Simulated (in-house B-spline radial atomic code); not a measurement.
**B⁺: a test of the box radius**

How far can the box radius be changed before the B⁺ run goes wrong?

The numbers are computed with in-house B-spline radial atomic code version 1 (scalar-relativistic (spin-free one-electron X2C) RPBE, spherical fractional occupations, Fermi nucleus, basis-set limit), except any that are marked as measured or tabulated.

**1. The system**

```
element       : boron (Z = 5)
charge        : +1
electrons     : 4
configuration : [He] 2s2
Hamiltonian   : scalar-relativistic (X2C)
nucleus       : Fermi, rms radius 2.406 fm
```

Outer shells as boxes (Hund's rule):

[He] 2s2
```
[He] core
2s [↑↓]
```

A run counts as converged when the orbital gradient is under the tolerance times 10 hartree (or under the basis's noise floor) and the energy moved by less than 1e-8 hartree times the root of its size. Energy differences under 7e-08 hartree are noise.

**2. Reference run with standard settings**

The run's settings:

```ini
Z = 5
electrons = 4.0
configuration = [He] 2s2
hamiltonian = x2c
method = rpbe,pbe
spin_polarised = False
nucleus = fermi
rms_radius = 2.406
mass_number = 11
atomic_mass = 11.009305166
speed_of_light = 137.035999084
knot_spacing = 0.22
spline_order = 8
gauss_points = 12
box_radius = 35.29
max_iterations = 70
damping = 0.5
damped_steps = 3
diis_vectors = 10
tolerance = 1e-08
start = Thomas-Fermi
```

Run with:

```console
$ python run_scf.py task.json out
```

One command runs all members of the session, one after another, from task.json.

**3. Box radius 1.41**

Changes to the settings of step 2:

```diff
@@ -14,3 +14,3 @@
 gauss_points = 12
-box_radius = 35.29
+box_radius = 1.41
 max_iterations = 70
```

**4. Box radius 2.12**

Changes to the settings of step 3:

```diff
@@ -14,3 +14,3 @@
 gauss_points = 12
-box_radius = 1.41
+box_radius = 2.12
 max_iterations = 70
```

**5. Box radius 3.53**

Changes to the settings of step 4:

```diff
@@ -14,3 +14,3 @@
 gauss_points = 12
-box_radius = 2.12
+box_radius = 3.53
 max_iterations = 70
```

**6. Box radius 5.29**

Changes to the settings of step 5:

```diff
@@ -14,3 +14,3 @@
 gauss_points = 12
-box_radius = 3.53
+box_radius = 5.29
 max_iterations = 70
```

**7. Box radius 7.06**

Changes to the settings of step 6:

```diff
@@ -14,3 +14,3 @@
 gauss_points = 12
-box_radius = 5.29
+box_radius = 7.06
 max_iterations = 70
```

**8. Box radius 10.59**

Changes to the settings of step 7:

```diff
@@ -14,3 +14,3 @@
 gauss_points = 12
-box_radius = 7.06
+box_radius = 10.59
 max_iterations = 70
```

**9. Box radius 17.64**

Changes to the settings of step 8:

```diff
@@ -14,3 +14,3 @@
 gauss_points = 12
-box_radius = 10.59
+box_radius = 17.64
 max_iterations = 70
```

**10. Box radius 70.58**

Changes to the settings of step 9:

```diff
@@ -14,3 +14,3 @@
 gauss_points = 12
-box_radius = 17.64
+box_radius = 70.58
 max_iterations = 70
```

**11. Box radius 141.16**

Changes to the settings of step 10:

```diff
@@ -14,3 +14,3 @@
 gauss_points = 12
-box_radius = 70.58
+box_radius = 141.16
 max_iterations = 70
```

Which of these runs converge to the reference energy, which miss it and by about how much, and which fail?

As calculated:

| run | outcome | iterations | energy less the reference (hartree) |
| --- | --- | --- | --- |
| reference | converged | 8 | 0 |
| box radius 1.41 | converged | 7 | +6.25 |
| box radius 2.12 | converged | 7 | +1.35 |
| box radius 3.53 | converged | 8 | +0.0975 |
| box radius 5.29 | converged | 8 | +0.00347 |
| box radius 7.06 | converged | 8 | +9.05e-05 |
| box radius 10.59 | converged | 8 | -1.26e-07 |
| box radius 17.64 | converged | 8 | -8.42e-08 |
| box radius 70.58 | converged | 8 | below noise |
| box radius 141.16 | converged | 8 | +8.3e-08 |

What this shows: Of 9 changed inputs, 4 gave the reference energy within 1e-05 hartree and 5 converged to another value. The worst converged miss is +6.25 hartree (box radius 1.41): so small a box squeezes the electrons and raises the energy.
